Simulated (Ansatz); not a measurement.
# GaH₄InSi: basis-set convergence

The task here is to estimate one member of a computed series from the others.

Program: Ansatz 0.2.0, Gaussian basis. Level of theory: one geometry, several basis sets. These are calculated values, not measurements.

Plan: PBE0-D4/def2-SVP; ωB97M-V/def2-SVP; PBE0-D4/def2-QZVPP; ωB97M-V/def2-QZVPP; the functionals' def2-TZVPP values are taken from earlier runs.

## The geometry

The geometry comes from an earlier relaxation with PBE0-D4 in a triple-zeta def2 set; it is a stationary point, not always the lowest conformer. In takes the def2 core potential; no spin-orbit term is included.

7 atoms, charge 0, spin multiplicity 1.

Atoms are counted from 1 here; the program's logs count them from 0.

Bond lengths: Si1–Ga2 2.677 Å, Si1–In3 3.025 Å, Si1–H4 1.497 Å, Si1–H5 1.497 Å, Si1–H7 1.512 Å, Ga2–H6 1.795 Å, In3–H6 2.114 Å. Angles: Ga2–Si1–In3 71.2°, Ga2–Si1–H4 97.7°, Ga2–Si1–H5 97.4°, Ga2–Si1–H7 144.6°, In3–Si1–H4 126.5°, In3–Si1–H5 126.4°, In3–Si1–H7 73.4°, H4–Si1–H5 106.6°, H4–Si1–H7 103.3°, H5–Si1–H7 103.3°, Si1–Ga2–H6 93.8°, Si1–In3–H6 78.3°, Ga2–H6–In3 116.7°.

Set-up of the first run:

Input file in.yaml:

```yaml
crystal:
  periodic: [false, false, false]
  atoms:
    - {symbol: Si, position_ang: [-0.357761, 0.135856, -0.788456]}
    - {symbol: Ga, position_ang: [-0.507346, 0.880350, 1.779100]}
    - {symbol: In, position_ang: [1.723361, -1.388233, 0.791154]}
    - {symbol: H, position_ang: [-1.793377, -0.245507, -0.971664]}
    - {symbol: H, position_ang: [-0.199978, 1.503370, -1.376446]}
    - {symbol: H, position_ang: [0.829247, -0.201258, 2.294708]}
    - {symbol: H, position_ang: [0.367155, -0.752578, -1.774095]}
basis:
  gaussian: {orbitals: def2-SVP}
hamiltonian: {xc: pbe0, dispersion: d4}
output: {orbitals: {seedname: orbitals}}
```

Launch:

```bash
ansatz run in.yaml --threads 2 --pin off --events-out ev --progress --plain --max-ram 4352MiB
```

Among the steps run: PBE0-D4 in def2-SVP; ωB97M-V in def2-SVP; PBE0-D4 in def2-QZVPP; ωB97M-V in def2-QZVPP.

One table of the session follows, with a row left open; its other results are not shown here.

It belongs to the step «Density functionals: the series». 

```
functional       basis  HOMO (eV)  LUMO (eV)
   PBE0-D4    def2-SVP      -5.43      -2.55
   PBE0-D4  def2-TZVPP      -5.43      -2.55
   PBE0-D4  def2-QZVPP      -5.45      -2.56
   ωB97M-V    def2-SVP      -7.18      -0.95
   ωB97M-V  def2-TZVPP          ?          ?
   ωB97M-V  def2-QZVPP      -7.23      -1.04
```

Estimate the missing values for ωB97M-V, def2-TZVPP.

As computed: HOMO (eV): -7.20; LUMO (eV): -1.01. In the column «HOMO (eV)» it lies between ωB97M-V, def2-QZVPP (-7.23) and ωB97M-V, def2-SVP (-7.18).
